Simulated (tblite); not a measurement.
# C3H6F3NSi2: the cost of one run

Programs: tblite 0.8.0 and PySCF 2.14.0, with density-fitted response routines of our own. Each step states its level of theory. These are calculated values for one molecule in the gas phase, unless marked as measured. Atoms are numbered from 0 throughout.

## 1. Starting geometry

15 atoms, charge 0, multiplicity 1; geometry from: force field or distance geometry start.

Bonds of the start (Å): C0–C1 1.23, C1–Si2 1.80, Si2–N3 1.79, N3–Si4 1.80, Si4–C5 1.85, C5–F6 1.38, C5–F7 1.39, C5–F8 1.37, C0–H9 1.06, Si2–H10 1.47, Si2–H11 1.47, N3–H12 1.08, Si4–H13 1.47, Si4–H14 1.46.

## 2. Relaxing the molecule with GFN2-xTB

The job: settings as JSON, then the geometry in Å.

```
{"job": {"kind": "relax", "xc": "GFN2-xTB", "basis": "xTB"}, "charge": 0, "multiplicity": 1}
C      3.554200    -0.675000    -0.638300
C      2.634200     0.136100    -0.536000
Si     1.295900     1.323700    -0.330400
N      0.063300     0.561800     0.715700
Si    -1.054100    -0.343700    -0.374600
C     -2.726900    -0.591800     0.364300
F     -3.483300    -1.395600    -0.470700
F     -2.617900    -1.181300     1.613600
F     -3.338000     0.627600     0.490100
H      4.330700    -1.397400    -0.728500
H      1.773800     2.554700     0.321700
H      0.622500     1.583600    -1.614900
H      0.543200    -0.123100     1.395600
H     -1.221500     0.521800    -1.546300
H     -0.380300    -1.593500    -0.694600
```

On the command line:

```
> OMP_NUM_THREADS=1 python probes_run.py task.json out
```

One launch serves the whole session: the jobs run in the order shown.

Q: Estimate the wall time and peak memory of this first job on 1 thread of Arm Neoverse N1, shared host.

About 1.5 s, with a peak of 0.18 GiB.
